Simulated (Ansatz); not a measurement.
# B2FH3OSi: basis-set convergence

How large a basis does B2FH3OSi need? Two functionals are run in growing sets.

Program: Ansatz 0.2.0, Gaussian basis. Level of theory: one geometry, several basis sets. These are calculated values, not measurements.

Levels to be run: PBE0-D4/def2-SVP; ωB97M-V/def2-SVP; PBE0-D4/def2-QZVPP; ωB97M-V/def2-QZVPP; the functionals' def2-TZVPP values are taken from earlier runs.

## Step 1: The geometry

An earlier PBE0-D4 in a triple-zeta def2 set relaxation fixed the geometry.

SMILES `FB1BO[SiH2]1`, 8 atoms, charge 0, spin multiplicity 1.

Atoms are counted from 1 here; the program's logs count them from 0.

Bond lengths: F1–B2 1.306 Å, B2–B3 1.746 Å, B2–Si5 2.041 Å, B3–O4 1.365 Å, B3–H6 1.197 Å, O4–Si5 1.721 Å, Si5–H7 1.489 Å, Si5–H8 1.489 Å. Angles: F1–B2–B3 139.6°, F1–B2–Si5 140.7°, B3–B2–Si5 79.7°, B2–B3–O4 98.8°, B2–B3–H6 140.6°, O4–B3–H6 120.6°, B3–O4–Si5 103.7°, B2–Si5–O4 77.8°, B2–Si5–H7 123.0°, B2–Si5–H8 123.0°, O4–Si5–H7 109.4°, O4–Si5–H8 109.4°, H7–Si5–H8 108.0°.

As a file:

```
F    -0.6346   -0.9121    2.2356
B    -0.2292   -0.3672    1.1199
B     0.8486    0.8909    0.5685
O     0.6444    0.7667   -0.7759
Si   -0.4996   -0.5130   -0.8974
H     1.6073    1.7123    0.9968
H    -1.7221   -0.0189   -1.5887
H     0.0773   -1.6157   -1.7146
```

## Step 2: PBE0-D4 in def2-SVP

Input file in.yaml:

```yaml
crystal:
  periodic: [false, false, false]
  atoms:
    - {symbol: F, position_ang: [-0.634572, -0.912059, 2.235563]}
    - {symbol: B, position_ang: [-0.229184, -0.367207, 1.119906]}
    - {symbol: B, position_ang: [0.848609, 0.890922, 0.568507]}
    - {symbol: O, position_ang: [0.644439, 0.766743, -0.775904]}
    - {symbol: Si, position_ang: [-0.499608, -0.512992, -0.897421]}
    - {symbol: H, position_ang: [1.607310, 1.712252, 0.996766]}
    - {symbol: H, position_ang: [-1.722136, -0.018941, -1.588749]}
    - {symbol: H, position_ang: [0.077344, -1.615718, -1.714568]}
basis:
  gaussian: {orbitals: def2-SVP}
hamiltonian: {xc: pbe0, dispersion: d4}
output: {orbitals: {seedname: orbitals}}
```

On the command line:

```bash
ansatz run in.yaml --threads 2 --pin off --events-out ev --progress --plain --max-ram 4352MiB
```

The runs that follow: ωB97M-V in def2-SVP; PBE0-D4 in def2-QZVPP; ωB97M-V in def2-QZVPP.

Before running them: what should the planned runs give, taken together? Wanted: PBE0-D4: double and triple zeta above quadruple; ωB97M-V: double and triple zeta above quadruple.

As calculated:

```
                                       quantity           value
PBE0-D4: double and triple zeta above quadruple  10.67, 0.61 eV
ωB97M-V: double and triple zeta above quadruple  10.79, 0.56 eV
```

In words: PBE0-D4 gains 10.06 eV from double to triple zeta, then 0.61 eV more. These are total energies; as a rule much of such shifts cancels in differences, which this series doesn't test.
